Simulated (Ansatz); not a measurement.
# Sn7H2: the cost of one run

Method: DFT PBEsol, scalar-relativistic, plane waves, PAW, in Ansatz 0.2.0.

1 further run of the same task is left out (set aside as unsound or not needed).

### Step 1. The structure to begin with

The structure is monoclinic, space group Pm (No. 6). Conventional cell: a = 9.251 Å, b = 4.626 Å, c = 23.678 Å, α = 90.00°, β = 90.00°, γ = 90.00°. Sn (site symmetry m) is surrounded by 2 H at 1.73 Å. Sn (site symmetry m) is surrounded by 4 Sn at 2.83 Å. Sn (site symmetry m) is surrounded by 4 Sn at 2.82 to 2.83 Å. Sn (site symmetry m) is surrounded by 4 Sn at 2.75 to 2.83 Å. Sn (site symmetry m) is surrounded by 4 Sn at 2.76 to 2.83 Å. Around Sn (site symmetry m) lie 4 Sn at 2.75 to 2.82 Å. Only part of the 16 independent sites is listed.

As a file:

```
CELL_PARAMETERS angstrom
4.62558 0.00000 0.00000
0.00000 9.25116 0.00000
0.00000 0.00000 23.67847
ATOMIC_POSITIONS crystal
Sn 0.00000 0.25000 0.21184
Sn 0.00000 0.75000 0.21184
Sn 0.00000 0.50000 0.28091
Sn 0.00000 0.00000 0.28091
Sn 0.50000 0.50000 0.34998
Sn 0.50000 0.00000 0.34998
Sn 0.50000 0.75449 0.41653
Sn 0.50000 0.24560 0.41577
Sn 0.00000 0.78287 0.48190
Sn 0.00000 0.22620 0.48153
Sn 0.00000 0.99223 0.57098
Sn 0.00000 0.50670 0.53078
Sn 0.50000 0.16712 0.58238
Sn 0.50000 0.47205 0.58238
H 0.69541 0.25000 0.16941
H 0.30459 0.25000 0.16941
H 0.30276 0.75000 0.16884
H 0.69724 0.75000 0.16884
```

This is the geometry of the first run shown, built on a cell relaxed beforehand with the same method.

### Step 2. Plan of the line

Atoms count from 1 in the order of the input.

Two atoms of the surface dimers are held at set heights.

The axes are (1) height of Sn13 above its place in the flat dimer: 7 values from −0.771 to 0.746 Å; (2) height of Sn14 above its place in the flat dimer: 7 values from −0.771 to 0.746 Å.

Relaxed at each point: all atoms of the upper layers, but for the two heights. Points are written as (first, second).

### Step 3. The run at (−0.771 Å, −0.771 Å)

Input file input.yaml:

```yaml
crystal:
  lattice:
    - [4.6255803528, 0.0, 0.0]
    - [0.0, 9.2511607056, 0.0]
    - [0.0, 0.0, 23.678474177]
  atoms:
    - { symbol: Sn, position: [0.0, 0.25, 0.2118437377] }
    - { symbol: Sn, position: [0.0, 0.75, 0.2118437377] }
    - { symbol: Sn, position: [0.0, 0.5, 0.2809102496] }
    - { symbol: Sn, position: [0.0, 0.0, 0.2809102496] }
    - { symbol: Sn, position: [0.5, 0.5, 0.3499767614] }
    - { symbol: Sn, position: [0.5, 0.0, 0.3499767614] }
    - { symbol: Sn, position: [0.5, 0.7544877857, 0.4165284727] }
    - { symbol: Sn, position: [0.5, 0.2456013057, 0.4157674245] }
    - { symbol: Sn, position: [0.0, 0.7828727899, 0.4819036492] }
    - { symbol: Sn, position: [0.0, 0.2262012107, 0.4815309534] }
    - { symbol: Sn, position: [0.0, -0.0077681864, 0.5709828826] }
    - { symbol: Sn, position: [0.0, 0.5066969881, 0.5307772622] }
    - { symbol: Sn, position: [0.5, 0.1671229896, 0.5823750492] }
    - { symbol: Sn, position: [0.5, 0.4720510907, 0.5823750492] }
    - { symbol: H, position: [-0.3045898427, 0.25, 0.1694126054] }
    - { symbol: H, position: [0.3045898427, 0.25, 0.1694126054] }
    - { symbol: H, position: [0.3027625626, 0.75, 0.1688415084] }
    - { symbol: H, position: [-0.3027625626, 0.75, 0.1688415084] }
basis:
  ecutwfc: 420
kpoints:
  mp_grid: { grid: [6, 3, 1] }
hamiltonian:
  xc: pbesol
scf:
  occupations: { method: gaussian, width: 0.05 }
output:
  forces: true
  eigenvalues: true
relax:
  adjacent_minimum: "off"
  f_tol: 0.03
  max_steps: 30
  constraints:
    - { sites: [0, 1, 2, 3, 4, 5, 14, 15, 16, 17] }
    - { sites: [12, 13], fix: z }
efield:
  axis: 3
  dipole_correction: true
  ramp_width: 0.04
```

Command:

```bash
$ ansatz run input.yaml --threads 4 --pin off --max-ram 12288MiB --backend cpu --events-out ev --progress --plain --runs-dir out
```

Q: Estimate wall time and peak memory on 4 threads of Arm Neoverse V2, shared host.

About 5.9 min, with a peak of 2.6 GiB.
